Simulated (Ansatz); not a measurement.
# FH2O2Si, SMILES [O][SiH](O)F: a rigid scan of one bond angle

Program: the Ansatz DFT code, driven from Python.

At the Python prompt:
```pycon
>>> import ansatz
>>> from ase import Atoms
>>> BASIS_SET = "def2-SVP"
>>> XC = "B3LYP"
>>> VDW = "d4"
>>> FORCE_TOL = 0.02
>>> atoms = Atoms(["O", "Si", "O", "F", "H", "H"], positions=[
...     (-1.0488, -1.4594, 0.1196),
...     (0.0964, -0.2025, 0.2951),
...     (-0.3751, 1.1891, -0.6264),
...     (0.3024, 0.2251, 1.9219),
...     (1.3965, -0.7158, -0.1999),
...     (-0.3293, 0.8995, -1.5564),
... ])
>>> first = (
...     ansatz.Crystal.molecule_from_ase(atoms).calculation()
...     .basis(gaussian=BASIS_SET)
...     .functional(XC, dispersion=VDW)
...     .spin("collinear", total=1)
...     .relax(force_tolerance=FORCE_TOL, max_steps=80)
... )
>>> atoms.positions = first.run(threads=1).report["positions_ang"]
>>> rows = []
>>> for angle in [90, 100, 110, 120, 135, 150, 165, 179]:
...     bent = atoms.copy()
...     bent.set_angle(1, 2, 5, angle, indices=[5])
...     calculation = (
...         ansatz.Crystal.molecule_from_ase(bent).calculation()
...         .basis(gaussian=BASIS_SET)
...         .functional(XC, dispersion=VDW)
...         .spin("collinear", total=1)
...     )
...     rows.append((angle, calculation.run(threads=1).report["free_energy_ev"]))
...
>>> floor = min(e for _, e in rows)
>>> for angle, e in rows:
...     print(f"angle Si1-O2-H5 = {angle:3d} deg   {1000 * (e - floor):9.1f} meV")
...
angle Si1-O2-H5 =  90 deg       341.2 meV
angle Si1-O2-H5 = 100 deg       123.5 meV
angle Si1-O2-H5 = 110 deg        20.9 meV
angle Si1-O2-H5 = 120 deg         0.0 meV
angle Si1-O2-H5 = 135 deg        63.1 meV
angle Si1-O2-H5 = 150 deg       174.8 meV
angle Si1-O2-H5 = 165 deg       274.6 meV
angle Si1-O2-H5 = 179 deg       317.5 meV
```

Reading the output:
- The scan is rigid, and the energies are electronic, in a modest basis. The zero is the lowest point of the grid, which needn't be the minimum.
- The species is open-shell (spin multiplicity 2).
- b3lyp holds the VWN-RPA fit, as in Gaussian; the form of ORCA and Turbomole is b3lyp5.
- Wall time of the script: 100 s on 1 thread of Arm Neoverse V1, with other jobs on the host, peak memory 0.25 GiB.
